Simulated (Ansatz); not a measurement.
# Al₂FH₃OS: a ladder of functionals and wavefunction methods

The task here is to estimate one member of a computed series from the others.

Method: functionals in def2-TZVPP, the program's frozen cores in correlated methods; program: Ansatz 0.2.0, Gaussian basis.

The runs, in order: LDA (SPW92), PBE-D4, revPBE-D4, BLYP-D4, r2SCAN-D4, B97M-V, PBE0-D4, B3LYP-D4, r2SCANh-D4, r2SCAN0-D4, HSE06-D4, BHLYP-D4, CAM-B3LYP-D4, LC-ωPBE, ωB97X-V, ωB97M-V, B2PLYP, PBE-QIDH; CCSD(T)/def2-SVP; CCSD(T)/def2-TZVPP; MP2/def2-QZVPP; extrapolation to the limit; RPA on PBE.

## The geometry

The geometry comes from an earlier relaxation with PBE0-D4 in a triple-zeta def2 set; it is a stationary point, not always the lowest conformer.

SMILES `[OH][Al]([SH])[AlH][F]`, 8 atoms, charge 0, spin multiplicity 1.

Atoms are counted from 1 here; the program's logs count them from 0.

Bond lengths: O1–Al2 1.694 Å, O1–H6 0.956 Å, Al2–S3 2.192 Å, Al2–Al4 2.572 Å, S3–H7 1.345 Å, Al4–F5 1.659 Å, Al4–H8 1.585 Å. Angles: Al2–O1–H6 125.7°, O1–Al2–S3 118.8°, O1–Al2–Al4 119.7°, S3–Al2–Al4 121.6°, Al2–S3–H7 92.2°, Al2–Al4–F5 112.8°, Al2–Al4–H8 131.6°, F5–Al4–H8 115.5°.

The first run:

in.yaml reads:

```yaml
crystal:
  periodic: [false, false, false]
  atoms:
    - {symbol: O, position_ang: [-2.091334, -0.910061, -0.081470]}
    - {symbol: Al, position_ang: [-0.710227, 0.050096, 0.122450]}
    - {symbol: S, position_ang: [-0.932894, 2.045876, 1.000931]}
    - {symbol: Al, position_ang: [1.586497, -0.854694, -0.599198]}
    - {symbol: F, position_ang: [2.820804, 0.212885, -0.302949]}
    - {symbol: H, position_ang: [-2.983431, -0.661611, 0.156070]}
    - {symbol: H, position_ang: [0.387043, 2.287789, 0.913623]}
    - {symbol: H, position_ang: [2.015742, -2.227280, -1.265256]}
basis:
  gaussian: {orbitals: def2-TZVPP}
hamiltonian: {xc: lda}
output: {orbitals: {seedname: orbitals}}
```

On the command line:

```bash
> ansatz run in.yaml --threads 2 --pin off --events-out ev --progress --plain --max-ram 4352MiB
```

Steps of the session up to this table: LDA; PBE-D4 (GGA); revPBE-D4 (GGA); BLYP-D4 (GGA); r2SCAN-D4 (meta-GGA); B97M-V (meta-GGA); B3LYP-D4 (hybrid); r2SCANh-D4 (hybrid); r2SCAN0-D4 (hybrid); HSE06-D4 (hybrid); BHLYP-D4 (hybrid); CAM-B3LYP-D4 (range-separated); LC-ωPBE (range-separated); ωB97X-V (range-separated); ωB97M-V (range-separated); B2PLYP (double hybrid); PBE-QIDH (double hybrid).

One table of the session follows, with a row left open; its other results are not shown here.

It belongs to the step «Frontier levels by functional». 

```
  functional  HOMO (eV)  LUMO (eV)  gap (eV)
 LDA (SPW92)      -6.43      -3.27      3.16
      PBE-D4      -6.34      -3.08      3.26
   revPBE-D4      -6.29      -2.99      3.30
     BLYP-D4      -6.20      -2.91      3.28
   r2SCAN-D4      -6.58      -2.95      3.63
      B97M-V      -6.59      -3.13      3.47
     PBE0-D4      -7.42      -2.39      5.03
    B3LYP-D4      -7.23      -2.54      4.69
  r2SCANh-D4      -6.98      -2.69      4.28
  r2SCAN0-D4      -7.57      -2.32      5.25
    HSE06-D4          ?          ?         ?
    BHLYP-D4      -8.40      -1.61      6.79
CAM-B3LYP-D4      -8.66      -1.40      7.25
     LC-ωPBE      -9.93      -0.42      9.51
     ωB97X-V      -9.62      -0.50      9.12
     ωB97M-V      -9.33      -0.70      8.63
```

Q: Estimate the row for HSE06-D4 from the others.

The run gave: HOMO (eV): -7.03; LUMO (eV): -2.76; gap (eV): 4.27. In the column «HOMO (eV)» it lies between B3LYP-D4 (-7.23) and r2SCANh-D4 (-6.98).
